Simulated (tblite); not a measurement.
# C2H15PSi4: the cost of one run

Computed with tblite 0.8.0 and PySCF 2.14.0, with density-fitted response routines of our own, on a single molecule in the gas phase. Atoms are numbered from 0 throughout.

## 1. Starting geometry

22 atoms, charge 0, multiplicity 1; geometry from: force field or distance geometry start.

Bonds of the start (Å): C0–C1 1.50, C1–Si2 1.86, Si2–Si3 2.23, Si3–P4 2.22, Si3–Si5 2.22, Si5–Si6 2.22, C0–H7 1.10, C0–H8 1.10, C0–H9 1.13, C1–H10 1.11, C1–H11 1.11, Si2–H12 1.45, Si2–H13 1.46, Si3–H14 1.47, P4–H15 1.44, P4–H16 1.45, Si5–H17 1.48, Si5–H18 1.46, Si6–H19 1.47, Si6–H20 1.47, Si6–H21 1.48.

## 2. Geometry optimisation with GFN2-xTB

The job: settings as JSON, then the geometry in Å.

```
{"job": {"kind": "relax", "xc": "GFN2-xTB", "basis": "xTB"}, "charge": 0, "multiplicity": 1}
C     -3.915300     0.680800     0.034200
C     -2.750300    -0.114700     0.548000
Si    -1.235700     0.392400    -0.398800
Si     0.666000    -0.282200     0.543400
P      0.535000    -2.478000     0.848800
Si     2.258200     0.096800    -0.949500
Si     4.138500     0.886700    -0.067400
H     -4.391700     0.153400    -0.807700
H     -3.572800     1.677600    -0.287900
H     -4.708000     0.825900     0.825900
H     -2.559000     0.097900     1.621100
H     -2.986600    -1.188900     0.377400
H     -1.300700    -0.110900    -1.760800
H     -1.202500     1.855100    -0.451000
H      0.893600     0.384200     1.835000
H      1.799700    -2.918900     1.386200
H      0.158900    -3.156800    -0.379600
H      1.787300     1.104700    -1.918600
H      2.582200    -1.097500    -1.724800
H      5.106200    -0.197300     0.151900
H      3.941100     1.588200     1.208300
H      4.745600     1.821100    -1.035800
```

Launch:

```console
$ OMP_NUM_THREADS=1 python probes_run.py task.json out
```

This one command runs all jobs of the session in turn.

Q: Estimate the wall time and peak memory of this first job on 1 thread of Intel Xeon at 2.70GHz, shared host.

About 6.6 s, with a peak of 0.18 GiB.
